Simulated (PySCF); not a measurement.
# C8H10O2: the cost of one run

Computed with PySCF 2.14.0 and routines of our own; the level stands in each step. Atoms count from 0.

## Step 1: The system as given

20 atoms, charge 0, multiplicity 1; geometry from: GFN2-xTB.

## Step 2: Vibronic structure: TDDFT HF/def2-SV(P)

Job settings and geometry (Å):

```
{"job": {"kind": "vib", "xc": "HF", "basis": "def2-SV(P)", "tda": false}, "charge": 0, "multiplicity": 1}
C     -1.854814    -0.426048    -1.091697
C     -1.488610    -0.080338     0.357586
C     -1.281803     1.403798     0.459975
C     -0.076209     1.952079     0.290204
C      1.078439     1.123439     0.045336
C      1.018970    -0.203141     0.256720
C      2.154742    -1.097578     0.006229
O      2.120093    -2.301809     0.110759
O      3.279617    -0.456754    -0.369944
C     -0.231209    -0.827016     0.809278
H     -1.034882    -0.164602    -1.756547
H     -2.051582    -1.491629    -1.183948
H     -2.742025     0.120657    -1.404052
H     -2.323359    -0.378599     0.999747
H     -2.160065     2.018150     0.594529
H      0.061949     3.022991     0.303000
H      1.982956     1.585852    -0.318395
H      3.981507    -1.108403    -0.520681
H     -0.162746    -0.806532     1.902993
H     -0.276118    -1.873840     0.505871
```

Method: TDDFT HF/def2-SV(P) vertical-gradient vibronic structure (displaced harmonic oscillators, Condon), gas phase.

Command:

```sh
$ OMP_NUM_THREADS=1 python excited_run.py task.json out
```

The driver reads the jobs from task.json and runs them one after another.

Q: Estimate the wall time and peak memory of this first job on 1 thread of Arm Neoverse N1, shared host.

About 43 s, with a peak of 0.79 GiB.
